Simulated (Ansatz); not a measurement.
# SiH4Br (doublet): wave-function methods side by side at distance Br1–H2 along a hydrogen transfer = 1.773 Å, cc-pVDZ

Aim: climb from Hartree-Fock through coupled cluster and multireference methods for SiH4Br (doublet) at one geometry and basis, and see what each rung misses.

The runs use Ansatz 0.2.0, Gaussian basis; cc-pVDZ, core rule «outside noble gas», up to 19 orbitals frozen.

To be run: UHF; CCSD(T) on ROHF; CCSD(T) on UHF; BCCD(T) on ROHF; CISD; CCSDT(Q) on ROHF; CCSDT(Q) on UHF; CASSCF and MRCISD+Q, 3 electrons in 3 orbitals; CASSCF and NEVPT2, 3 electrons in 3 orbitals; CASSCF and MRCISD+Q, 15 electrons in 12 orbitals; CASSCF and NEVPT2, 15 electrons in 12 orbitals.

### Step 1. The geometry

The geometry derives from fragments relaxed apart (PBE0/def2-TZVP) and kept rigid, so it is no stationary point. A hydrogen atom is moved between rigid fragments. No spin-orbit coupling is included. The filled d shell of Br may be among the frozen orbitals whatever the setting's name suggests; the logs give the count.

6 atoms, charge 0, spin multiplicity 2.

Atoms are counted from 1 here; the program's logs count them from 0.

Bond lengths: Br1–H2 1.773 Å, Si3–H4 1.486 Å, Si3–H5 1.486 Å, Si3–H6 1.486 Å. Angles: H4–Si3–H5 111.3°, H4–Si3–H6 111.3°, H5–Si3–H6 111.3°.

### Step 2. UHF

Input file in.yaml:

```yaml
crystal:
  periodic: [false, false, false]
  atoms:
    - {symbol: Br, position_ang: [-1.050902, 0.000000, 0.000000]}
    - {symbol: H, position_ang: [0.722098, 0.000000, 0.000000]}
    - {symbol: Si, position_ang: [2.632098, -0.000001, 0.000001]}
    - {symbol: H, position_ang: [3.082072, -1.416254, 0.000001]}
    - {symbol: H, position_ang: [3.082073, 0.708126, -1.226510]}
    - {symbol: H, position_ang: [3.082072, 0.708126, 1.226512]}
basis:
  gaussian: {orbitals: cc-pVDZ}
magnetization: {spin_polarized: true, initial_magnetization: 1}
hamiltonian: {xc: hf}
output: {orbitals: {seedname: orbitals}}
```

Launch:

```
ansatz run in.yaml --threads 1 --pin off --events-out ev --progress --plain --max-ram 2816MiB --backend cpu
```

After this run come: CCSD(T) on ROHF; CCSD(T) on UHF; BCCD(T) on ROHF; CISD; CCSDT(Q) on ROHF; CCSDT(Q) on UHF; CASSCF and MRCISD+Q, 3 electrons in 3 orbitals; CASSCF and NEVPT2, 3 electrons in 3 orbitals; CASSCF and MRCISD+Q, 15 electrons in 12 orbitals; CASSCF and NEVPT2, 15 electrons in 12 orbitals.

Before running them: what should the planned runs give, taken together? Wanted: UCCSDT(Q) below the RHF energy; RMP2 from UCCSDT(Q); UMP2 from UCCSDT(Q); RCCSD from UCCSDT(Q); RCCSD(T) from UCCSDT(Q); UCCSD(T) from UCCSDT(Q); RCCSDT(Q) from UCCSDT(Q); NEVPT2 pair from UCCSDT(Q); MRCISD+Q pair from UCCSDT(Q).

**Answer**, as computed:

| quantity | value |
| --- | --- |
| UCCSDT(Q) below the RHF energy | -7.6977 eV |
| RMP2 from UCCSDT(Q) | +29.91 kcal/mol |
| UMP2 from UCCSDT(Q) | +31.70 kcal/mol |
| RCCSD from UCCSDT(Q) | +4.32 kcal/mol |
| RCCSD(T) from UCCSDT(Q) | +0.87 kcal/mol |
| UCCSD(T) from UCCSDT(Q) | +0.89 kcal/mol |
| RCCSDT(Q) from UCCSDT(Q) | +0.02 kcal/mol |
| NEVPT2 pair from UCCSDT(Q) | +28.75 kcal/mol |
| MRCISD+Q pair from UCCSDT(Q) | +1.45 kcal/mol |
| NEVPT2 valence from UCCSDT(Q) | +34.62 kcal/mol |
| levels within 1 kcal/mol (43 meV) | RCCSD(T), UCCSD(T), BCCD(T), RCCSDT, UCCSDT, RCCSDT(Q), MRCISD+Q valence |
| T1 diagnostic | 0.019 |
| effectively unpaired electrons | 1.03 |

RCCSD(T) misses by +0.87 kcal/mol, 0.5 % of the correlation energy. One determinant dominates. Of the multireference levels listed MRCISD+Q valence comes nearest in total energy (+1.00 kcal/mol), which doesn't show that its space is the better one. These misses are within one basis, not against nature; the frozen cores of restricted and unrestricted runs differ, which can shift their rows.
